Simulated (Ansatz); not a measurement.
## NbTe2, space group P-3m1: a relaxation of cell and ions, step by step

With Ansatz 0.2.0 through its Python package.

The script reads `nbte2.cif`:
```cif
data_NbTe2
_cell_length_a 3.720464
_cell_length_b 3.720464
_cell_length_c 7.148266
_cell_angle_alpha 90.00000
_cell_angle_beta 90.00000
_cell_angle_gamma 120.00000
_symmetry_space_group_name_H-M 'P 1'
_symmetry_Int_Tables_number 1
loop_
_symmetry_equiv_pos_as_xyz
'x, y, z'
loop_
_atom_site_label
_atom_site_type_symbol
_atom_site_fract_x
_atom_site_fract_y
_atom_site_fract_z
Nb1 Nb    0.000000    0.000000    0.000000
Te2 Te    0.666667    0.333333    0.745632
Te3 Te    0.333333    0.666667    0.254368
```

The cells in order, each with its output:

In [1]:
```python
import warnings

import ansatz as az
from ase.io import read
import numpy as np

OCCUPATIONS = "cold"
SMEARING_WIDTH = 0.15
K_SPACING = 0.22
FUNCTIONAL = "pbesol"
FORCE_TOL = 0.05

def edges_and_angles(cell):
    cell = np.asarray(cell)
    a, b, c = np.linalg.norm(cell, axis=1)
    cosines = cell[1] @ cell[2] / (b * c), cell[0] @ cell[2] / (a * c), cell[0] @ cell[1] / (a * b)
    return (a, b, c, *np.degrees(np.arccos(cosines)))
```

In [2]:
```python
warnings.simplefilter("ignore", az.DeckWarning)
```

In [3]:
```python
atoms = read("nbte2.cif")
system = az.Crystal.from_ase(atoms)
```

In [4]:
```python
[site.symbol for site in system.resolved().sites]
```
Out [4]:
```text
['Nb', 'Te', 'Te']
```

In [5]:
```python
# a pressure is positive in compression
job = (
    system.calculation()
    .occupations(OCCUPATIONS, width=SMEARING_WIDTH)
    .kpoints(spacing=K_SPACING)
    .functional(FUNCTIONAL)
    .relax(force_tolerance=FORCE_TOL, pressure=5, stress_tolerance=0.05)
)
steps = []
```

In [6]:
```python
def collect(event):
    if event["event"] == "relax_step":
        steps.append(event["data"])
```

In [7]:
```python
res = job.session().plan().execute(on_event=collect)
summary = res.report
```

In [8]:
```python
summary["converged"], summary["free_energy_ev"]
```
Out [8]:
```text
(True, -18299.716182037795)
```

In [9]:
```python
print("step   energy (eV)     max comp. (eV/A)   P (GPa)  SCF")
for s in steps:
    print(f"{s['step']:4d} {s['lagrangian_ev']:15.5f} {s['allowed_force_max_ev_ang']:12.4f} {s['pressure_gpa']:10.3f} {s['n_scf']:5d}")

first, last = steps[0], steps[-1]
symbols = [site.symbol for site in res.lattice.sites]
print(f"energy gained {first['lagrangian_ev'] - last['lagrangian_ev']:.4f} eV in {len(steps) - 1} steps")
for label, vectors in (("before", first["cell_ang"]), ("after", res.lattice.cell_ang)):
    print(label, "a b c (A) {:.4f} {:.4f} {:.4f}  angles {:.2f} {:.2f} {:.2f}".format(*edges_and_angles(vectors)), f" V = {abs(np.linalg.det(vectors)):.3f} A^3")
print("final stress xx yy zz (GPa, compression positive):", np.round(np.diag(summary["stress_gpa"]), 3) + 0.0)

print("relaxed fractional positions")
for site in res.lattice.sites:
    print(f"  {site.symbol:2s}", " ".join(f"{v % 1:8.5f}" for v in np.round(site.position_frac, 5)))
```
```text
step   energy (eV)     max comp. (eV/A)   P (GPa)  SCF
   1    -18299.71925       0.1381     -3.508     6
   2    -18299.73161       0.7080      5.323     8
   3    -18299.68818       0.1102      5.430     7
   4    -18299.69883       0.1115      5.303     5
   5    -18299.71976       0.0258      5.031     6
   6    -18299.71829       0.0006      5.002     5
   7    -18299.71618       0.0009      4.991     6
energy gained -0.0031 eV in 6 steps
before a b c (A) 3.7205 3.7205 7.1483  angles 90.00 90.00 120.00  V = 85.689 A^3
after a b c (A) 3.5603 3.5603 6.3786  angles 90.00 90.00 120.00  V = 70.020 A^3
final stress xx yy zz (GPa, compression positive): [4.993 4.993 4.987]
relaxed fractional positions
  Nb  0.00000  0.00000  0.00000
  Te  0.66667  0.33333  0.71307
  Te  0.33333  0.66667  0.28693
```

In [10]:
```python
print("atom   start x y z (A)              end x y z (A)")
for symbol, a, b in zip(symbols, first["positions_ang"], last["positions_ang"]):
    print(f"{symbol:3s}", " ".join(f"{v:8.4f}" for v in a), "  ", " ".join(f"{v:8.4f}" for v in b))
```
```text
atom   start x y z (A)              end x y z (A)
Nb    0.0000   0.0000   0.0000      0.0000  -0.0000  -0.0000
Te    1.8602   1.0740   5.3300      1.7801   1.0278   4.5484
Te    0.0000   2.1480   1.8183      0.0000   2.0555   1.8302
```

In [11]:
```python
for key in ("converged", "n_iterations", "n_electrons", "n_kpoints", "n_pw", "n_symmetry_ops", "free_energy_ev", "fermi_energy_ev"):
    print(f"{key:18s} {summary[key]}")
```
```text
converged          True
n_iterations       6
n_electrons        45.0
n_kpoints          43
n_pw               1335
n_symmetry_ops     12
free_energy_ev     -18299.716182037795
fermi_energy_ev    14.147885241441616
```

Reading the output:
- Absolute energies stand on the zero of these potentials, so only differences at equal settings mean something. A total without «per atom» is that of the whole cell that was run.
- Part of the cell is held or a pressure is applied, so the end point needn't be the zero-pressure lattice.
- At a fixed pressure a relaxation lowers the enthalpy F + PV, while F alone can rise.
- The mesh is modest for a metal, so energies can be off by several to tens of meV an atom and pressures by half a GPa or more; differences at equal mesh fare better.
- The zero of the levels is a convention of the potentials, so an absolute Fermi energy is no work function.
- Energies along a relaxation are free energies. Rows at an unchanged volume are solved on a plane-wave basis chosen afresh for that cell, so the energy can jump there; the script counts such rows among its steps.
- The structure is layered, and without a dispersion term the spacing of the layers is poorly determined.
- Symmetry holds the cell in this phase, whether or not it is the stable one at this pressure.
- This cell is a computed structure, which may not be the phase found in nature.
- Hardware and time: 26 s on 1 thread of Arm Neoverse V2, on a shared host, peak memory 0.52 GiB.
